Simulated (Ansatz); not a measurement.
# Cs2Ru: the cost of one run

Computed with Ansatz 0.2.0 (DFT PBE, scalar-relativistic, plane waves, PAW, unless a step's input says otherwise).

## 1. The structure to begin with

It takes space group P6/mmm (No. 191, hexagonal). Conventional cell: a = 4.705 Å, b = 4.705 Å, c = 5.080 Å, α = 90.00°, β = 90.00°, γ = 120.00°. Cs (site symmetry -6m2) is surrounded by 3 Cs at 2.72 Å. Around Ru (site symmetry 6/mmm) lie 12 Cs at 3.72 Å.

As a file:

```
Cs Ru
1.0
     4.70523    0.00000    0.00000
    -2.35261    4.07484    0.00000
     0.00000    0.00000    5.08039
Cs Ru
2 1
Direct
  0.33333 0.66667 0.50000
  0.66667 0.33333 0.50000
  0.00000 0.00000 0.00000
```

This is candidate A: AlB2 type (P6/mmm, No. 191).

(A quick probe on a coarse mesh, which set the mesh and smearing, is not shown.)

## 3. Coarse relaxation (candidate A)

The input, input.yaml:

```yaml
crystal:
  lattice:
    - [4.7052255474, 0.0, 0.0]
    - [-2.3526127737, 4.0748448546, 0.0]
    - [0.0, 0.0, 5.0803930329]
  atoms:
    - { symbol: Cs, position: [0.3333333333, 0.6666666667, 0.5] }
    - { symbol: Cs, position: [0.6666666667, 0.3333333333, 0.5] }
    - { symbol: Ru, position: [0.0, 0.0, 0.0] }
basis:
  ecutwfc: 420
kpoints:
  mp_grid: { grid: [6, 6, 4] }
hamiltonian:
  xc: pbe
scf:
  occupations: { method: gaussian, width: 0.1 }
  lower_state_search: "off"
output:
  forces: true
  stress: true
  eigenvalues: true
relax:
  adjacent_minimum: "off"
  f_tol: 0.04
  max_steps: 70
  cell: { stress_tol: 0.4 }
```

The run is started by

```bash
$ ansatz run input.yaml --threads 1 --pin off --max-ram 2560MiB --backend cpu --events-out ev --progress --plain --runs-dir out
```

**Question.** How long does this run take on 1 thread of Intel Xeon 6975P-C (Granite Rapids), shared host, and how much memory does it need?

About 27 s, with a peak of 0.44 GiB.
